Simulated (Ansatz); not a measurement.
**C2H4AlFO (SMILES C=C[O][AlH][F]): wB97M-V/def2-SVP**

Aim: the vertical ionisation energy of C2H4AlFO at wB97M-V/def2-SVP, from 2 runs. 

Program for the calculation: Ansatz 0.2.0.

127 further runs of the same task are left out: 127 set aside as unsound or not needed.

## (1) The system as given

C2H4AlFO: 9 atoms, total charge 0, spin state singlet. As SMILES, `C=C[O][AlH][F]`. Geometry: relaxed at PBE0-D4/def2-TZVP. This is one conformer, not always the lowest.

Bond lengths: C1–C2 1.325 Å, C2–O3 1.346 Å, O3–Al4 1.684 Å, Al4–F5 1.640 Å, C1–H6 1.083 Å, C1–H7 1.081 Å, C2–H8 1.090 Å, Al4–H9 1.565 Å. Angles: C1–C2–O3 123.2°, C2–O3–Al4 137.8°, O3–Al4–F5 116.4°, C1–C2–H8 121.1°, O3–C2–H8 115.7°, C2–C1–H6 121.4°, C2–C1–H7 119.7°, O3–Al4–H9 123.2°, F5–Al4–H9 120.5°, H6–C1–H7 119.0°.

## (2) The energy at wB97M-V/def2-SVP

Input file molecule.yaml:

```yaml
crystal:
  periodic: [false, false, false]
  atoms:
    - symbol: C
      position_ang: [-1.562000, -0.360100, 1.103900]
    - symbol: C
      position_ang: [-0.728000, -0.312900, 0.075500]
    - symbol: O
      position_ang: [0.490300, 0.256500, 0.139600]
    - symbol: Al
      position_ang: [1.800800, 0.519300, -0.884800]
    - symbol: F
      position_ang: [3.087600, 1.301600, -0.235000]
    - symbol: H
      position_ang: [-1.297700, 0.065300, 2.064100]
    - symbol: H
      position_ang: [-2.527700, -0.832200, 0.988500]
    - symbol: H
      position_ang: [-0.999000, -0.743100, -0.888800]
    - symbol: H
      position_ang: [1.824300, 0.059200, -2.380300]
basis:
  gaussian: {orbitals: def2-SVP}
hamiltonian: {xc: {name: wB97M-V}}
accuracy: high
output: {orbitals: {seedname: orbitals}}
```

Run with:

```bash
$ ansatz run molecule.yaml --threads 1 --pin off --max-ram 3480MiB --events-out events.jsonl --progress --plain --runs-dir runs
```

The program printed:

```text
Warning: RAYON_NUM_THREADS=1 ignored (pool sized by the plan → 1); use --threads N
Functional definition: wB97M-V
  name "wB97M-V"
  parameter omega = 0.3/bohr
  parameter cx = 0.15
  parameter cx01 = 1.007
  parameter cx10 = 0.259
  parameter css00 = 0.443
  parameter css04 = -1.437
  parameter css10 = -4.535
  parameter css20 = -3.390
  parameter css43 = 4.278
  parameter cos00 = 1.000
  parameter cos10 = 1.358
  parameter cos20 = 2.924
  parameter cos21 = -8.812
  parameter cos60 = -1.390
  parameter cos61 = 9.142
  parameter b = 6.0
  parameter c = 0.01
  gx(w, u) = 1 - cx + cx01*u + cx10*w
  gss(w, u) = css00 + css04*u^4 + css10*w + css20*w^2 + css43*w^4*u^3
  gos(w, u) = cos00 + cos10*w + (cos20 + cos21*u)*w^2 + (cos60 + cos61*u)*w^6
  exchange = spin_sum(e_x_unif_sr(omega)*gx(b97_w, b97_u_x)) + cx*exact_x_sr(omega) + exact_x_lr(omega)
  correlation = spin_sum(e_c_pw_mod_same_spin*gss(b97_w, b97_u_same))
      + integral(e_c_pw_mod_opposite_spin*gos(b97_w_opposite, b97_u_opposite)) + vv10(b, c)
2095 factors; integrals over basis functions are off by at most 5.5e-9 eV
389 factors; integrals over basis functions are off by at most 2.0e-9 eV
mean field evaluation 1: about -13486.6348 eV, gradient 5.2e1 eV
mean field evaluation 2: about -13487.0742 eV, gradient 5.6e1 eV
mean field evaluation 4: about -13492.0598 eV, gradient 1.8e0 eV
mean field evaluation 8: about -13492.1965 eV, gradient 1.4e-1 eV
mean field evaluation 16: about -13492.1966 eV, gradient 5.5e-5 eV
mean field -13492.19660798 eV, -495.8290800041 hartree, gradient 1.9e-8 eV, S^2 0.000000; 0 other end points of the search recorded, 0 dependent functions left out
reference -13492.19661328 eV, -495.8290801989 hartree; 23, 23 occupied and 71, 71 virtual orbitals, 2095 factors
Total energy: -13492.19661328 eV, -495.8290801989 hartree
```

It took 100 s on 1 thread of Arm Neoverse V1, shared host; peak memory 0.63 GiB.

## (3) The doublet cation

Input file run.yaml:

```yaml
crystal:
  periodic: [false, false, false]
  atoms:
    - {symbol: C, position_ang: [-1.562000, -0.360100, 1.103900]}
    - {symbol: C, position_ang: [-0.728000, -0.312900, 0.075500]}
    - {symbol: O, position_ang: [0.490300, 0.256500, 0.139600]}
    - {symbol: Al, position_ang: [1.800800, 0.519300, -0.884800]}
    - {symbol: F, position_ang: [3.087600, 1.301600, -0.235000]}
    - {symbol: H, position_ang: [-1.297700, 0.065300, 2.064100]}
    - {symbol: H, position_ang: [-2.527700, -0.832200, 0.988500]}
    - {symbol: H, position_ang: [-0.999000, -0.743100, -0.888800]}
    - {symbol: H, position_ang: [1.824300, 0.059200, -2.380300]}
basis:
  gaussian:
    orbitals: def2-SVP
total_charge: 1
magnetization:
  spin_polarized: true
  initial_magnetization: 1
hamiltonian:
  xc: {name: wB97M-V}
accuracy: high
output: {orbitals: {seedname: orbitals}}
```

Run with:

```bash
$ ansatz run run.yaml --threads 1 --pin off --max-ram 3480MiB --events-out events.jsonl --progress --plain --runs-dir runs
```

The program printed, cut to the lines that bear on the results:

```text
Warning: RAYON_NUM_THREADS=1 ignored (pool sized by the plan → 1); use --threads N
[... 2 set-up lines as earlier in the session ...]
[...]
  gx(w, u) = 1 - cx + cx01*u + cx10*w
  gss(w, u) = css00 + css04*u^4 + css10*w + css20*w^2 + css43*w^4*u^3
  gos(w, u) = cos00 + cos10*w + (cos20 + cos21*u)*w^2 + (cos60 + cos61*u)*w^6
[...]
      + integral(e_c_pw_mod_opposite_spin*gos(b97_w_opposite, b97_u_opposite)) + vv10(b, c)
2094 factors; integrals over basis functions are off by at most 5.5e-9 eV
389 factors; integrals over basis functions are off by at most 2.0e-9 eV
[...]
mean field -13482.96503366 eV, -495.4898259051 hartree, gradient 6.7e-8 eV, S^2 0.756347; 0 other end points of the search recorded, 0 dependent functions left out
reference -13482.96503879 eV, -495.4898260936 hartree; 23, 22 occupied and 71, 72 virtual orbitals, 2094 factors
Total energy: -13482.96503879 eV, -495.4898260936 hartree
```

It took 2.6 min on 1 thread of Arm Neoverse V1, shared host; peak memory 1.2 GiB.

## (4) Results

At wB97M-V/def2-SVP:

| quantity | value |
| --- | --- |
| singlet C2H4AlFO: total energy | -495.82908 Eh |
| singlet C2H4AlFO: HOMO energy | -9.11 eV |
| singlet C2H4AlFO: LUMO energy | 1.11 eV |
| singlet C2H4AlFO: HOMO–LUMO gap | 10.22 eV |
| doublet cation: total energy | -495.48983 Eh |
| doublet cation: HOMO energy (highest over α and β) | -16.44 eV |
| doublet cation: LUMO energy (lowest over α and β) | -9.35 eV |
| doublet cation: ⟨S²⟩ | 0.756 |
| vertical ionisation energy (to the doublet cation) | 9.232 eV |

What this shows: The vertical ionisation energy comes to 9.23 eV (891 kJ/mol). −ε(HOMO) before ionisation, 9.11 eV, is 0.12 eV below this ionisation energy.
